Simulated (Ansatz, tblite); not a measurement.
# Zr(NH2)F3 (F₃H₂NZr): a ladder of methods and basis sets

An exercise on one series of results from a longer session: the logs are not shown, and one member is left open.

The runs use Ansatz 0.2.0, Gaussian basis; as each input shows.

Plan: GFN1-xTB, GFN2-xTB, PBE-D4/def2-TZVP, r2SCAN-D4/def2-TZVP, B97M-V/def2-TZVP, r2SCAN0-D4/def2-TZVP, BHLYP-D4/def2-TZVP, HSE06-D4/def2-TZVP, B3LYP-D4/def2-TZVP, r2SCANh-D4/def2-TZVP, ωB97M-V/def2-TZVP, PBE-D4/def2-SVP, PBE0-D4/def2-SVP, CCSD(T)/def2-TZVPP, MP2/def2-TZVP, RPA/def2-TZVP.

2 further runs of the same task are left out: 2 set aside as unsound or not needed.

### The relaxed structure

The singlet was relaxed beforehand with r2SCAN-D4/def2-SVP.

7 atoms, charge 0, spin multiplicity 1.

Bond lengths: Zr1–N2 2.020 Å, Zr1–F5 1.910 Å, Zr1–F6 1.911 Å, Zr1–F7 1.915 Å, N2–H3 1.020 Å, N2–H4 1.021 Å. Angles: N2–Zr1–F5 107.4°, N2–Zr1–F6 107.8°, N2–Zr1–F7 109.5°, F5–Zr1–F6 115.5°, F5–Zr1–F7 109.2°, F6–Zr1–F7 107.3°, Zr1–N2–H3 126.3°, Zr1–N2–H4 125.9°, H3–N2–H4 107.8°.

Formally the metal is d0. Zr takes a core potential in the def2 sets. No spin-orbit coupling is included.

PBE0-D4/def2-TZVP was run before; its log isn't repeated, and its numbers join the tables.

The first run:

Tight binding, by tblite at 300 K electronic temperature and without a spin-polarisation term:

```python
tblite.interface.Calculator('GFN1-xTB', numbers, positions, charge=0, uhf=0).singlepoint()
```

Tight binding, by tblite at 300 K electronic temperature and without a spin-polarisation term:

```python
tblite.interface.Calculator('GFN2-xTB', numbers, positions, charge=0, uhf=0).singlepoint()
```

start.molden holds the orbitals of an earlier run on this state, given as this run's starting guess.

in.yaml reads:

```yaml
crystal:
  periodic: [false, false, false]
  atoms:
    - {symbol: Zr, position_ang: [0.015602, 0.015528, -0.781341]}
    - {symbol: N, position_ang: [0.012836, 0.018212, 1.239008]}
    - {symbol: H, position_ang: [0.762141, -0.319234, 1.843896]}
    - {symbol: H, position_ang: [-0.751766, 0.335296, 1.835959]}
    - {symbol: F, position_ang: [1.838064, -0.050245, -1.350616]}
    - {symbol: F, position_ang: [-0.975505, 1.540993, -1.368033]}
    - {symbol: F, position_ang: [-0.901373, -1.540540, -1.418883]}
basis:
  gaussian: {orbitals: def2-TZVP, initial_orbitals: start.molden}
hamiltonian: {xc: pbe, dispersion: d4}
scf: {omitted_lower_state_checks: [starts]}
output: {orbitals: {seedname: orbitals}}
```

On the command line:

```console
> ansatz run in.yaml --threads 2 --pin off --events-out ev --progress --plain --max-ram 32768MiB --backend cpu
```

Among the steps run: PBE-D4/def2-TZVP; r2SCAN-D4/def2-TZVP; B97M-V/def2-TZVP; r2SCAN0-D4/def2-TZVP; BHLYP-D4/def2-TZVP; HSE06-D4/def2-TZVP; B3LYP-D4/def2-TZVP; r2SCANh-D4/def2-TZVP; ωB97M-V/def2-TZVP; PBE-D4/def2-SVP; PBE0-D4/def2-SVP; CCSD(T)/def2-TZVPP; MP2/def2-TZVP; RPA/def2-TZVP.

One of the session's tables, all rows but one given; the rest of the session is left out.

It belongs to the step «Binding energy». 

| method | binding an atom (eV) |
| --- | --- |
| HF/def2-TZVP | 3.259 |
| HF/def2-TZVPP | 3.293 |
| B97M-V/def2-TZVP | 4.638 |
| B3LYP-D4/def2-TZVP | 4.640 |
| PBE0-D4/def2-SVP | ? |
| PBE0-D4/def2-TZVP | 4.604 |
| HSE06-D4/def2-TZVP | 4.606 |
| BHLYP-D4/def2-TZVP | 4.375 |
| ωB97M-V/def2-TZVP | 4.632 |
| MP2/def2-TZVP | 4.694 |
| CCSD/def2-TZVPP | 4.465 |
| CCSD(T)/def2-TZVPP | 4.561 |

Q: Estimate the row for PBE0-D4/def2-SVP from the others.

As computed: binding an atom (eV): 4.676. In the column «binding an atom (eV)» it lies between B3LYP-D4/def2-TZVP (4.640) and MP2/def2-TZVP (4.694).

Caveats from the session: Free atoms were run apart at each level; binding is atoms less cluster, divided by the number of atoms, without zero-point or spin-orbit terms.
